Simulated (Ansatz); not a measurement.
**GaBGeH+ (triplet): wave-function methods side by side, cc-pVDZ**

An exercise on one series of results from a longer session: the logs are not shown, and one member is left open.

Program: Ansatz 0.2.0, Gaussian basis. Level of theory: cc-pVDZ, core rule «outside noble gas», up to 29 orbitals frozen. These are calculated values, not measurements.

Plan: UHF; CCSD(T) on ROHF; CCSD(T) on UHF; BCCD(T) on ROHF; CISD as a restricted active space (open shells left free, so some higher excitations enter); CCSDT(Q) on ROHF; CCSDT(Q) on UHF; CASSCF and NEVPT2, 10 electrons in 10 orbitals.

30 further runs of the same task are left out: 1 for a known fault of the program, 17 that didn't finish, 12 set aside as unsound or not needed. Runs told in other sessions of the task aren't counted.

## What is computed

The geometry is a PBE0/def2-TZVP stationary point (not a proven minimum) of the parent state, kept for this charge and spin. No spin-orbit coupling is included. The filled d shell of Ge, Ga may be among the frozen orbitals whatever the setting's name suggests.

4 atoms, charge 1, spin multiplicity 3.

Atoms are counted from 1 here; the program's logs count them from 0.

Bond lengths: B1–Ge2 1.905 Å, B1–Ga3 2.267 Å, B1–H4 1.191 Å, Ge2–Ga3 2.453 Å. Angles: Ge2–B1–Ga3 71.4°, Ge2–B1–H4 173.7°, Ga3–B1–H4 114.9°, B1–Ge2–Ga3 61.2°, B1–Ga3–Ge2 47.4°.

Set-up of the first run:

Contents of in.yaml:

```yaml
crystal:
  periodic: [false, false, false]
  atoms:
    - {symbol: B, position_ang: [0.000000, 1.527222, 0.299579]}
    - {symbol: Ge, position_ang: [0.000000, -0.162376, 1.179334]}
    - {symbol: Ga, position_ang: [0.000000, -0.105776, -1.273239]}
    - {symbol: H, position_ang: [0.000000, 2.638250, -0.130505]}
basis:
  gaussian: {orbitals: cc-pVDZ}
total_charge: 1
magnetization: {spin_polarized: true, initial_magnetization: 2}
hamiltonian: {xc: hf}
output: {orbitals: {seedname: orbitals}}
```

Command:

```console
ansatz run in.yaml --threads 1 --pin off --events-out ev --progress --plain --max-ram 2393MiB
```

Among the steps run: UHF; CCSD(T) on ROHF; CCSD(T) on UHF; BCCD(T) on ROHF; CISD as a restricted active space (open shells left free, so some higher excitations enter); CCSDT(Q) on ROHF; CCSDT(Q) on UHF; CASSCF and NEVPT2, 10 electrons in 10 orbitals.

One of the session's tables, all rows but one given; the rest of the session is left out.

It belongs to the step «Misses and costs». 

```
         method  from UCCSDT(Q) (kJ/mol)
           ROHF                   +577.4
            UHF                   +560.5
           RMP2                   +117.3
           UMP2                   +122.9
          RCCSD                    +33.6
          UCCSD                    +32.0
       RCCSD(T)                     +6.9
       UCCSD(T)                     +6.5
        BCCD(T)                     +6.9
         RCCSDT                        ?
         UCCSDT                     +2.1
      RCCSDT(Q)                     +0.8
      UCCSDT(Q)                        0
CASSCF frontier                   +382.5
NEVPT2 frontier                   +109.4
```

**Question.** Estimate the row for RCCSDT.

The run gave: from UCCSDT(Q) (kJ/mol): +2.8. In the column «from UCCSDT(Q) (kJ/mol)» it lies between UCCSDT (+2.1) and UCCSD(T) (+6.5).

Not comparable, so not listed: CISD as a restricted active space (open shells left free, so some higher excitations enter) (they don't share determinant, frozen orbitals or solution with the rows shown, or repeat one).

Limits of these values: Restricted and unrestricted rows rest on different reference determinants; a gap between their highest levels can come from leftover correlation error, from unlike frozen cores or from another state.
